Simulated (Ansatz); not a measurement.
# BCl2F (dichlorofluoroborane) in Ansatz

Wanted: a single-point energy of BCl2F (dichlorofluoroborane).

The results are computed with Ansatz 0.2.0.

### 1 Starting point

BCl2F: 4 atoms, total charge 0, spin state singlet. SMILES: `FB(Cl)Cl`. The shape comes from a force field and isn't a relaxed structure.

Bond lengths: F1–B2 1.477 Å, B2–Cl3 1.865 Å, B2–Cl4 1.913 Å. Angles: F1–B2–Cl3 121.2°, F1–B2–Cl4 117.2°, Cl3–B2–Cl4 121.5°.

### 2 The job

Input file job.yaml:

```yaml
crystal:
  periodic: [true, true, true]
  atoms:
    - {symbol: F, position_ang: [0.157400, -1.319300, -0.864500]}
    - {symbol: B, position_ang: [-0.003400, -0.092300, -0.058500]}
    - {symbol: Cl, position_ang: [-1.666700, 0.406300, 0.622100]}
    - {symbol: Cl, position_ang: [1.568200, 0.945000, 0.280600]}
basis:
  gaussian:
    orbitals: STO-3G
magnetization:
  spin_polarized: false
  initial_magnetization: 0
hamiltonian:
  pseudopotentials:
    relativity: scalar
correlation:
  method: fic_nevpt4_sd
  active_space:
    window: {electrons: 4, orbitals: 4}
    shells: [{species: Cl, l: p, shell: 3}, {species: B, l: p, shell: 2}]
  electrons: all
```

Run with:

```bash
ansatz run job.yaml --threads 1 --pin off --max-ram 2610MiB --events-out events.jsonl --progress --plain --runs-dir runs
```

Standard output:

```text
Error: YAML parse error: error: line 2 column 3: crystal: missing field `lattice` (a structure is typed as `lattice` and `atoms`, a molecule's as `atoms` in Å alone, or read from a run's directory, `checkpoint`)
 --> <input>:2:3
  |
1 | crystal:
2 |   periodic: [true, true, true]
  |   ^ crystal: missing field `lattice` (a structure is typed as `lattice` and `atoms`, a molecule's as `atoms` in Å alone, or read from a run's directory, `checkpoint`)
3 |   atoms:
4 |     - {symbol: F, position_ang: [0.157400, -1.319300, -0.864500]}
  |
```

Run time: 0.02 s. Hardware: 1 thread of Intel Xeon Platinum 8559C (Emerald Rapids), shared host.

### 3 Reading the log

The program refused the input.

The telling line is `Error: YAML parse error: error: line 2 column 3: crystal: missing field 'lattice'`. The cause is that the molecule is declared periodic without a cell.
